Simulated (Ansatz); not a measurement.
**Ag+ with CH3Cl: structure and interaction energy**

An exercise on one series of results from a longer session: the logs are not shown, and one member is left open.

Method: PBE0-D4 structure, single points in def2-TZVPPD; program: Ansatz 0.2.0, Gaussian basis.

Levels: PBE-D4, revPBE-D4, BLYP-D4, r2SCAN-D4, B97M-V, PBE0-D4, B3LYP-D4, HSE06-D4, wB97X-V, wB97M-V, B2PLYP, Hartree-Fock, MP2, CCSD, CCSD(T). The reference is CCSD(T) extrapolated to the basis limit. For elements past Ar these valence bases correlate outer-core shells poorly, so that limit is rough.

Correlated methods freeze the cores. Filled d shells of the heavier atoms are correlated. Core potentials replace the inner electrons past krypton, and spin-orbit coupling is left out. B3LYP uses VWN-RPA correlation. B2PLYP carries no dispersion term here.

163 further runs of the same task are left out: 163 set aside as unsound or not needed. Runs told in other sessions of the task aren't counted.

## The starting structure

The pair, from a GFN2-xTB docking trial: 6 atoms, charge 1, spin multiplicity 1.

Atoms are counted from 1 here; the program's logs count them from 0.

Bond lengths: Ag1–Cl3 2.390 Å, C2–Cl3 1.782 Å, C2–H4 1.084 Å, C2–H5 1.086 Å, C2–H6 1.089 Å. Angles: Cl3–C2–H4 110.0°, Cl3–C2–H5 108.3°, Cl3–C2–H6 107.1°, H4–C2–H5 110.9°, H4–C2–H6 110.1°, H5–C2–H6 110.4°, Ag1–Cl3–C2 120.6°.

As a file:

| atom | x (Å) | y (Å) | z (Å) |
| --- | --- | --- | --- |
| Ag1 | -0.6571 | 0.7074 | -2.7687 |
| C2 | 0.2195 | -0.2342 | 0.6329 |
| Cl3 | -0.8012 | 0.8128 | -0.3852 |
| H4 | 1.0948 | -0.5517 | 0.0783 |
| H5 | -0.3740 | -1.0893 | 0.9443 |
| H6 | 0.5180 | 0.3550 | 1.4985 |

Atoms 1 to 1 are fragment A (Ag+), the rest fragment B (CH3Cl).

Set-up of the first run:

File pre/in.yaml:

```yaml
crystal:
  periodic: [false, false, false]
  atoms:
    - {symbol: Ag, position_ang: [-0.657100, 0.707400, -2.768700]}
    - {symbol: C, position_ang: [0.219500, -0.234200, 0.632900]}
    - {symbol: Cl, position_ang: [-0.801200, 0.812800, -0.385200]}
    - {symbol: H, position_ang: [1.094800, -0.551700, 0.078300]}
    - {symbol: H, position_ang: [-0.374000, -1.089300, 0.944300]}
    - {symbol: H, position_ang: [0.518000, 0.355000, 1.498500]}
basis:
  gaussian: {orbitals: def2-SVP}
total_charge: 1
hamiltonian: {xc: pbe, dispersion: d4}
relax: {f_tol: 0.03, max_steps: 250}
```

Launch:

```console
> ansatz run in.yaml --threads 4 --pin off --events-out ev --progress --plain --max-ram 9574MiB
```

Among the steps run: A first relaxation in a small basis; Relaxation at PBE0-D4; wB97X-V/def2-TZVPPD; wB97M-V/def2-TZVPPD; B2PLYP/def2-TZVPPD; B97M-V/def2-TZVPPD; CCSD(T)/def2-TZVPPD; MP2/def2-QZVPPD; SPW92/def2-SVP; wB97M-V/def2-SVP; CCSD(T)/def2-SVP; Vibrations of the pair.

One of the session's tables, all rows but one given; the rest of the session is left out.

| method | interaction (meV) |
| --- | --- |
| PBE-D4 | -1521 |
| revPBE-D4 | -1375 |
| BLYP-D4 | ? |
| r2SCAN-D4 | -1494 |
| B97M-V | -1383 |
| PBE0-D4 | -1341 |
| B3LYP-D4 | -1366 |
| HSE06-D4 | -1341 |
| wB97X-V | -1240 |
| wB97M-V | -1236 |
| B2PLYP | -1231 |
| Hartree-Fock | -725 |
| MP2 | -1178 |
| CCSD | -1042 |
| CCSD(T) | -1098 |
| CCSD(T)/CBS | -1282 |

**Question.** Estimate the row for BLYP-D4.

**Answer.** interaction (meV): -1489. In the column «interaction (meV)» it lies between r2SCAN-D4 (-1494) and B97M-V (-1383).
